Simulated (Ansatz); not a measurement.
# CH5BrOSi: the cost of one run

The runs use Ansatz 0.2.0, Gaussian basis; the settings change from run to run.

## 1. The relaxed structure

The geometry comes from an earlier relaxation with PBE0-D4 in a triple-zeta def2 set; it is a stationary point, not always the lowest conformer.

SMILES `C[SiH](O)Br`, 9 atoms, charge 0, spin multiplicity 1.

Atoms are counted from 1 here; the program's logs count them from 0.

Bond lengths: C1–Si2 1.852 Å, C1–H5 1.092 Å, C1–H6 1.093 Å, C1–H7 1.092 Å, Si2–O3 1.637 Å, Si2–Br4 2.235 Å, Si2–H8 1.477 Å, O3–H9 0.958 Å. Angles: Si2–C1–H5 110.4°, Si2–C1–H6 110.0°, Si2–C1–H7 111.1°, H5–C1–H6 108.6°, H5–C1–H7 108.1°, H6–C1–H7 108.6°, C1–Si2–O3 113.4°, C1–Si2–Br4 107.6°, C1–Si2–H8 112.8°, O3–Si2–Br4 109.6°, O3–Si2–H8 105.6°, Br4–Si2–H8 107.6°, Si2–O3–H9 118.4°.

## 2. B97M-V/aug-pcseg-2

Options: atoms shaken by 0.08 Å, finite nuclei.

Input file in.yaml:

```yaml
crystal:
  periodic: [false, false, false]
  atoms:
    - {symbol: C, position_ang: [-0.538843, 0.959096, -0.253179]}
    - {symbol: Si, position_ang: [-0.043135, -0.626090, 0.176539]}
    - {symbol: O, position_ang: [1.328635, -0.627242, 1.166624]}
    - {symbol: Br, position_ang: [0.075349, -1.953843, -1.360340]}
    - {symbol: H, position_ang: [-1.316254, 0.895105, -0.795544]}
    - {symbol: H, position_ang: [-0.543357, 1.748100, 0.547466]}
    - {symbol: H, position_ang: [0.238852, 1.288995, -1.071738]}
    - {symbol: H, position_ang: [-1.164567, -1.165764, 1.182862]}
    - {symbol: H, position_ang: [2.023500, -0.588290, 0.645966]}
basis:
  gaussian: {orbitals: aug-pcseg-2, nuclear_model: gaussian}
hamiltonian: {xc: {name: B97M-V}}
```

Started as:

```bash
> ansatz run in.yaml --threads 4 --pin off --events-out ev --progress --plain --max-ram 10444MiB
```

What time and memory should one allow on 4 threads of AMD EPYC 9R45, shared host?

About 4.8 s, with a peak of 0.64 GiB.
